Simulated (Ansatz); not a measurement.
Run this with Ansatz 0.2.0, Python API and show what comes out.

Script `energy_ch5bssi.py`:
```python
# -*- coding: utf-8 -*-
'''Electronic structure of the CH5BSSi molecule.'''

import json

import ansatz as az

GEOMETRY = '''
B    -0.67240    1.23550   -0.72470
C     0.22220    0.03290   -0.68780
Si    0.37670   -0.91320    0.86880
S     0.88230   -0.46150   -1.89860
H    -0.90240    1.85560   -1.76710
H    -1.25820    1.67320    0.24480
H     1.75000   -1.57320    0.91950
H    -0.61300   -1.91230    0.95700
H     0.30340    0.01670    2.07110
'''


def main():
    ch5bssi = az.Crystal.molecule()
    for line in GEOMETRY.strip().splitlines():
        symbol, *xyz = line.split()
        ch5bssi = ch5bssi.atom(symbol, [float(v) for v in xyz])

    calc = ch5bssi.calculation()
    calc = calc.basis(gaussian='def2-SVPD').functional('pbe0')
    print(calc.to_yaml())
    trace = []
    done = calc.session().plan().execute(on_event=trace.append)
    rep = done.report
    for event in trace:
        if event['event'] == 'mean_field_evaluation' and event['data']['evaluation'] <= 25:
            print('pass {evaluation:3d}  E = {energy_ev:.6f} eV  gradient {gradient_ev:.1e}'.format(**event['data']))

    print('reference energy %16.6f eV' % rep['reference_energy_ev'])
    print('total energy     %16.6f eV' % rep['free_energy_ev'])
    print('occupied (up, down):', rep['n_occupied'], ' virtual:', rep['n_virtual'], ' frozen:', rep['n_frozen'])
    with open('ch5bssi.json', 'w') as handle:
        json.dump({k: rep[k] for k in ('free_energy_ev', 'reference_energy_ev', 'n_occupied', 'n_virtual')}, handle, indent=1)


if __name__ == '__main__':
    main()
```

Output of `python energy_ch5bssi.py`:
```text
crystal:
  periodic: [false, false, false]
  atoms:
    - { symbol: B, position_ang: [-0.6724, 1.2355, -0.7247] }
    - { symbol: C, position_ang: [0.2222, 0.0329, -0.6878] }
    - { symbol: Si, position_ang: [0.3767, -0.9132, 0.8688] }
    - { symbol: S, position_ang: [0.8823, -0.4615, -1.8986] }
    - { symbol: H, position_ang: [-0.9024, 1.8556, -1.7671] }
    - { symbol: H, position_ang: [-1.2582, 1.6732, 0.2448] }
    - { symbol: H, position_ang: [1.75, -1.5732, 0.9195] }
    - { symbol: H, position_ang: [-0.613, -1.9123, 0.957] }
    - { symbol: H, position_ang: [0.3034, 0.0167, 2.0711] }
basis:
  gaussian:
    orbitals: def2-SVPD
hamiltonian:
  xc: pbe0

pass   1  E = -20483.904120 eV  gradient 4.1e+01
pass   2  E = -20477.105200 eV  gradient 6.2e+01
pass   3  E = -20487.893953 eV  gradient 6.8e+00
pass   4  E = -20488.014725 eV  gradient 2.6e+00
pass   5  E = -20488.034636 eV  gradient 4.8e-01
pass   6  E = -20488.035245 eV  gradient 7.8e-02
pass   7  E = -20488.173682 eV  gradient 1.5e-01
pass   8  E = -20488.173732 eV  gradient 2.3e-02
pass   9  E = -20488.173733 eV  gradient 8.2e-03
pass  10  E = -20488.173734 eV  gradient 1.3e-03
pass  11  E = -20488.173734 eV  gradient 2.7e-04
pass  12  E = -20488.173734 eV  gradient 2.8e-04
pass  13  E = -20488.173734 eV  gradient 8.1e-05
pass  14  E = -20488.173734 eV  gradient 8.1e-05
reference energy    -20488.173775 eV
total energy        -20488.173775 eV
occupied (up, down): [23, 23]  virtual: [108, 108]  frozen: 0
```

File `ch5bssi.json` afterwards:
```json
{
 "free_energy_ev": -20488.173775177882,
 "reference_energy_ev": -20488.173775177882,
 "n_occupied": [
  23,
  23
 ],
 "n_virtual": [
  108,
  108
 ]
}
```

Caveats:
- Total energies depend on the basis set; only differences at equal settings carry meaning.
- The geometry is a force-field or estimated start, not a minimum of this method, and the basis set is short of its limit.
- Early passes use coarser integrals and grids, so their energies can't be compared with the last.
- It ran for 4.2 s on 1 thread of Arm Neoverse V2, on a shared host, peak memory 0.29 GiB.

(A comment or docstring line of the script was reworded after the run, the code is as it ran; lines on the test bed's own set-up are left out of the output.)
